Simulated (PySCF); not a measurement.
# C5H3NO2: the cost of one run

Computed with PySCF 2.14.0 and routines of our own; the level stands in each step. Atoms count from 0.

## (1) The starting structure

11 atoms, charge 0, multiplicity 1; geometry from: GFN2-xTB.

## (2) Magnetic properties: GIAO KT3/pcSseg-1

Job settings and geometry (Å):

```
{"job": {"kind": "mag", "xc": "KT3", "basis": "pcSseg-1", "isotopologues": 2}, "charge": 0, "multiplicity": 1}
N      3.077891    -0.129532     0.970943
C      2.017147    -0.001301     0.555490
C      0.709935     0.130178     0.068654
C      0.266086     0.981099    -0.869201
O     -1.061602     0.858946    -1.119867
C     -1.584381    -0.124267    -0.321247
O     -2.733943    -0.431528    -0.342942
C     -0.459139    -0.688346     0.530404
H      0.790858     1.726995    -1.437108
H     -0.680985    -0.561842     1.592088
H     -0.336442    -1.757730     0.346822
```

With the program's defaults for keys left out, this is: GIAO KT3/pcSseg-1 magnetisability, rotational g tensor and spin-rotation constants, non-relativistic, gas phase.

Command:

```console
$ OMP_NUM_THREADS=1 python excited_run.py task.json out
```

The driver reads the jobs from task.json and runs them one after another.

Q: Estimate the wall time and peak memory of this first job on 1 thread of Arm Neoverse V1, shared host.

About 25 s, with a peak of 0.53 GiB.
